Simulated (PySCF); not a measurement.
# Hg(BH4)2: a change of charge

Aim: at the relaxed geometry of Hg(BH4)2, try a change of charge. The structure is generated, not taken from experiment.

Method: PBE0, Hg def2-SVP with ECP60, B def2-SVP, H def2-SVP; scalar-relativistic core potentials, no spin–orbit coupling; program: PySCF 2.14.0.

1 further run of the same task is left out (for a known fault of the program).

**1. The system as given**

11 atoms, charge 0, spin multiplicity 1.

Bond lengths: Hg1–B2 2.292 Å, Hg1–H5 1.815 Å, Hg1–B7 2.292 Å, Hg1–H10 1.815 Å, B2–H3 1.218 Å, B2–H4 1.221 Å, B2–H5 1.340 Å, B2–H6 1.217 Å, B7–H8 1.218 Å, B7–H9 1.221 Å, B7–H10 1.340 Å, B7–H11 1.217 Å. Angles: B2–Hg1–H5 35.8°, B2–Hg1–B7 141.8°, B2–Hg1–H10 177.1°, H5–Hg1–B7 177.1°, H5–Hg1–H10 146.7°, B7–Hg1–H10 35.8°, Hg1–B2–H3 133.8°, Hg1–B2–H4 86.1°, Hg1–B2–H5 52.3°, Hg1–B2–H6 90.6°, H3–B2–H4 112.0°, H3–B2–H5 81.7°, H3–B2–H6 113.7°, H4–B2–H5 113.3°, H4–B2–H6 118.3°, H5–B2–H6 112.4°, Hg1–H5–B2 91.9°, Hg1–B7–H8 133.8° and more.

Coordinates:

| atom | x (Å) | y (Å) | z (Å) |
| --- | --- | --- | --- |
| Hg1 | 0.0000 | 0.0000 | 0.1047 |
| B2 | 2.1650 | 0.0478 | 0.8541 |
| H3 | 3.2487 | -0.0655 | 0.3092 |
| H4 | 1.8747 | -0.9428 | 1.5054 |
| H5 | 1.7389 | -0.0094 | -0.4149 |
| H6 | 1.9818 | 1.1413 | 1.3558 |
| B7 | -2.1650 | -0.0478 | 0.8541 |
| H8 | -3.2487 | 0.0655 | 0.3092 |
| H9 | -1.8747 | 0.9428 | 1.5054 |
| H10 | -1.7389 | 0.0094 | -0.4149 |
| H11 | -1.9818 | -1.1413 | 1.3558 |

Formal oxidation states: Hg +2. An earlier session relaxed this geometry at PBE0, Hg def2-SVP with ECP60, B def2-SVP, H def2-SVP (singlet, point group C2).

Its energy there is -207.771018 Eh.

**2. One electron removed, multiplicity 2**

run.py (the lines that set the calculation)

```python
mol = gto.M(atom='''
Hg     0.00000     0.00000     0.10474
B      2.16504     0.04785     0.85415
H      3.24872    -0.06546     0.30920
H      1.87473    -0.94276     1.50542
H      1.73889    -0.00936    -0.41486
H      1.98178     1.14125     1.35580
B     -2.16504    -0.04785     0.85415
H     -3.24872     0.06546     0.30920
H     -1.87473     0.94277     1.50542
H     -1.73889     0.00936    -0.41486
H     -1.98178    -1.14125     1.35580''',
    basis={'Hg': 'def2-SVP', 'B': 'def2-SVP', 'H': 'def2-SVP'},
    ecp={'Hg': 'def2-SVP'},
    charge=1, spin=1)
mf = dft.UKS(mol, xc='PBE0')
mf.grids.atom_grid = (50, 194)
mf = mf.density_fit()  # fitting sets: Hg def2-universal-JKFIT, B def2-universal-JKFIT, H def2-universal-JKFIT
mf.conv_tol = 1e-08; mf.max_cycle = 55
mf.kernel(dm0)  # dm0: the density of the relaxed state
```

The run is started by

```console
> OMP_NUM_THREADS=2 python run.py
```

Log:

```text
init E= -207.777424313312
  HOMO = -0.33478552237  LUMO = -0.323556247975  gap/eV = 0.30556
cycle= 1 E= -207.345494202966  delta_E= 0.432  |g|= 0.155  |ddm|= 0.521
  HOMO = -0.563837344883  LUMO = -0.52080576348  gap/eV = 1.17095
cycle= 2 E= -207.35934684438  delta_E= -0.0139  |g|= 0.115  |ddm|=  0.4
  HOMO = -0.539770347104  LUMO = -0.480869045947  gap/eV = 1.60279
cycle= 3 E= -207.368907626907  delta_E= -0.00956  |g|= 0.023  |ddm|= 0.185
  HOMO = -0.53963550821  LUMO = -0.475173712693  gap/eV = 1.75409
cycle= 4 E= -207.369213146694  delta_E= -0.000306  |g|= 0.0134  |ddm|= 0.0468
  HOMO = -0.539159152483  LUMO = -0.473470890168  gap/eV = 1.78747
cycle= 5 E= -207.369325659898  delta_E= -0.000113  |g|= 0.00251  |ddm|= 0.0236
  HOMO = -0.539108534835  LUMO = -0.472841557912  gap/eV = 1.80322
cycle= 6 E= -207.369335467848  delta_E= -9.81e-06  |g|= 0.00103  |ddm|= 0.00913
  HOMO = -0.539314584857  LUMO = -0.472812060296  gap/eV = 1.80963
cycle= 7 E= -207.369336144467  delta_E= -6.77e-07  |g|= 0.000352  |ddm|= 0.00184
  HOMO = -0.539336277297  LUMO = -0.4728129703  gap/eV = 1.81019
cycle= 8 E= -207.369336237407  delta_E= -9.29e-08  |g|= 9.41e-05  |ddm|= 0.000545
  HOMO = -0.539316712206  LUMO = -0.472811339252  gap/eV = 1.80970
cycle= 9 E= -207.369336267366  delta_E= -3e-08  |g|= 4.72e-05  |ddm|= 0.000343
  HOMO = -0.53931529671  LUMO = -0.472810764826  gap/eV = 1.80968
cycle= 10 E= -207.369336279252  delta_E= -1.19e-08  |g|= 6.69e-05  |ddm|= 0.000257
  HOMO = -0.539314907729  LUMO = -0.472810616259  gap/eV = 1.80967
cycle= 11 E= -207.3693362895  delta_E= -1.02e-08  |g|= 2.6e-05  |ddm|= 0.000186
  HOMO = -0.539314580906  LUMO = -0.472811373788  gap/eV = 1.80964
cycle= 12 E= -207.369336298882  delta_E= -9.38e-09  |g|= 8.89e-06  |ddm|= 0.000353
  HOMO = -0.539313772766  LUMO = -0.472811115474  gap/eV = 1.80963
Extra cycle  E= -207.36933629942  delta_E= -5.39e-10  |g|= 7.75e-06  |ddm|= 4.53e-05
converged SCF energy = -207.36933629942  <S^2> = 0.77214906  2S+1 = 2.0220278
```

Wall time 1.9 s (2 threads of AMD EPYC 9R45 (Zen 5), shared host).

Read off: E = -207.369336 Eh (+10.930 eV from the relaxed state), HOMO -14.68 eV, LUMO -12.87 eV (over both spins), ⟨S²⟩ = 0.772, Mulliken charge on Hg1 +0.65 e. 

**3. One electron added, multiplicity 2**

run.py (the lines that set the calculation), as its differences from that of step 2:

```diff
@@ -14,3 +14,3 @@
     ecp={'Hg': 'def2-SVP'},
-    charge=1, spin=1)
+    charge=-1, spin=1)
 mf = dft.UKS(mol, xc='PBE0')
```

The run is started by

```console
> OMP_NUM_THREADS=2 python run.py
```

Log:

```text
init E= -207.776784061118
  HOMO = -0.0584873743067  LUMO = -0.0509469019083  gap/eV = 0.20519
cycle= 1 E= -207.734712255895  delta_E= 0.0421  |g|= 0.171  |ddm|= 2.67
  HOMO = 0.124633661154  LUMO = 0.183061911581  gap/eV = 1.58991
cycle= 2 E= -207.739036512889  delta_E= -0.00432  |g|= 0.193  |ddm|= 1.62
  HOMO = 0.0855736114995  LUMO = 0.157288627319  gap/eV = 1.95146
cycle= 3 E= -207.758998537428  delta_E= -0.02  |g|= 0.0209  |ddm|= 0.659
  HOMO = 0.0785526966514  LUMO = 0.153611247204  gap/eV = 2.04245
cycle= 4 E= -207.759536428457  delta_E= -0.000538  |g|= 0.0116  |ddm|= 0.152
  HOMO = 0.0771031780566  LUMO = 0.153948847802  gap/eV = 2.09108
cycle= 5 E= -207.759813042507  delta_E= -0.000277  |g|= 0.00466  |ddm|= 0.112
  HOMO = 0.0761121828733  LUMO = 0.154729182625  gap/eV = 2.13928
cycle= 6 E= -207.760085173002  delta_E= -0.000272  |g|= 0.00535  |ddm|= 0.168
  HOMO = 0.0750572771797  LUMO = 0.153578268575  gap/eV = 2.13667
cycle= 7 E= -207.760280173879  delta_E= -0.000195  |g|= 0.00307  |ddm|= 0.164
  HOMO = 0.0742455853943  LUMO = 0.151627523307  gap/eV = 2.10567
cycle= 8 E= -207.760389829268  delta_E= -0.00011  |g|= 0.00169  |ddm|= 0.169
  HOMO = 0.0739298476513  LUMO = 0.150387582101  gap/eV = 2.08052
cycle= 9 E= -207.76041167639  delta_E= -2.18e-05  |g|= 0.000441  |ddm|= 0.0959
  HOMO = 0.0741176149204  LUMO = 0.150292203942  gap/eV = 2.07282
cycle= 10 E= -207.760412273198  delta_E= -5.97e-07  |g|= 0.000263  |ddm|= 0.0118
  HOMO = 0.0739782991147  LUMO = 0.150189376418  gap/eV = 2.07381
cycle= 11 E= -207.760412375911  delta_E= -1.03e-07  |g|= 6.74e-05  |ddm|= 0.00791
  HOMO = 0.0740048795396  LUMO = 0.150200969583  gap/eV = 2.07340
cycle= 12 E= -207.760412379683  delta_E= -3.77e-09  |g|= 6.23e-06  |ddm|= 0.000725
  HOMO = 0.0740061388733  LUMO = 0.15020215351  gap/eV = 2.07340
Extra cycle  E= -207.760412379745  delta_E= -6.21e-11  |g|= 4.88e-06  |ddm|= 6.36e-05
converged SCF energy = -207.760412379745  <S^2> = 0.7530932  2S+1 = 2.0030908
```

It took 1.9 s on 2 threads of AMD EPYC 9R45 (Zen 5), shared host.

Read off: E = -207.760412 Eh (+0.289 eV from the relaxed state), HOMO 2.01 eV, LUMO 3.93 eV (over both spins), ⟨S²⟩ = 0.753, Mulliken charge on Hg1 -0.12 e. The highest filled level lies above zero; it isn't the detachment energy.

**4. The states side by side**

| state | energy from the relaxed state (eV) | ⟨S²⟩ | time |
| --- | --- | --- | --- |
| charge 0, singlet, vacuum (relaxed) | 0 | 0.00 |  |
| charge -1, doublet, vacuum | 0.29 | 0.75 | 1.9 s |
| charge +1, doublet, vacuum | 10.93 | 0.77 | 1.9 s |

An electron taken off or put on is at rest in vacuum. 

Removing an electron vertically costs 10.93 eV (doublet), against −HOMO = 8.97 eV. Adding an electron vertically costs 0.29 eV (doublet). These are double-zeta-type bases without diffuse functions. Spin–orbit coupling is left out.
